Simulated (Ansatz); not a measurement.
# BiW: pressure up to the limit of the methods

An exercise on one series of results from a longer session: the logs are not shown, and one member is left open.

Method: DFT LDA, with the methods named in each step, in Ansatz 0.2.0.

### Starting point

It takes space group Pm-3m (No. 221, cubic). The conventional cell has a = 3.403 Å, b = 3.403 Å, c = 3.403 Å, α = 90.00°, β = 90.00°, γ = 90.00°. Around W (site symmetry m-3m) lie 8 Bi at 2.95 Å. Bi (site symmetry m-3m) is surrounded by 8 W at 2.95 Å.

Structure file:

```cif
data_structure
_symmetry_space_group_name_H-M 'P 1'
_symmetry_Int_Tables_number 1
_cell_length_a 3.4031
_cell_length_b 3.4031
_cell_length_c 3.4031
_cell_angle_alpha 90.000
_cell_angle_beta 90.000
_cell_angle_gamma 90.000
_cell_volume 39.41
loop_
_atom_site_label
_atom_site_type_symbol
_atom_site_fract_x
_atom_site_fract_y
_atom_site_fract_z
_atom_site_occupancy
W1 W 0.00000 0.00000 0.00000 1
Bi1 Bi 0.50000 0.50000 0.50000 1
```

Whether this phase is the stable one at these pressures isn't tested.

Atoms are numbered in the order of the input: W1, Bi2.

Set-up of the first run:

The input, input.yaml:

```yaml
crystal:
  lattice:
    - [3.4031152376, 0.0, 0.0]
    - [0.0, 3.4031152376, 0.0]
    - [0.0, 0.0, 3.4031152376]
  atoms:
    - { symbol: W, position: [0.0, 0.0, 0.0] }
    - { symbol: Bi, position: [0.5, 0.5, 0.5] }
kpoints:
  mp_grid: { grid: [11, 11, 11] }
scf:
  occupations: { method: fermi_dirac, width: 0.1 }
hamiltonian:
  xc: lda
  pseudopotentials: { kind: paw }
output:
  forces: true
  stress: true
relax:
  f_tol: 0.005
  max_steps: 40
  cell: {}
```

Started as:

```bash
> ansatz run input.yaml --threads 1 --pin off --max-ram 2048MiB --backend cpu --events-out ev --progress --plain --runs-dir out
```

Steps of the session up to this table: Cell relaxed at zero pressure, PAW; Volume scaled by 1, PAW; Volume scaled by 0.9, PAW; Volume scaled by 0.8, PAW; Volume scaled by 0.7, PAW; Volume scaled by 0.6, PAW; Volume scaled by 0.5, PAW; Volume scaled by 0.4, PAW; Volume scaled by 0.4, PAW (source ansatz).

One of the session's tables, all rows but one given; the rest of the session is left out.

| method | volume over the first | volume (Å³/atom) | pressure (GPa) |
| --- | --- | --- | --- |
| PAW | 1 | 19.216 | 0.00 |
| PAW | 0.9 | 17.294 | 23.06 |
| PAW | 0.8 | 15.373 | 64.43 |
| PAW | 0.7 | 13.451 | 140.48 |
| PAW | 0.6 | 11.530 | 285.98 |
| PAW | 0.5 | ? | ? |
| PAW | 0.4 | 7.686 | 1255.33 |
| PAW (source ansatz) | 0.4 | 7.686 | 1245.50 |

Estimate the missing values for PAW, 0.5.

The run gave: volume (Å³/atom): 9.608; pressure (GPa): 584.31. In the column «volume (Å³/atom)» it lies between PAW (source ansatz), 0.4 (7.686) and PAW, 0.6 (11.530).
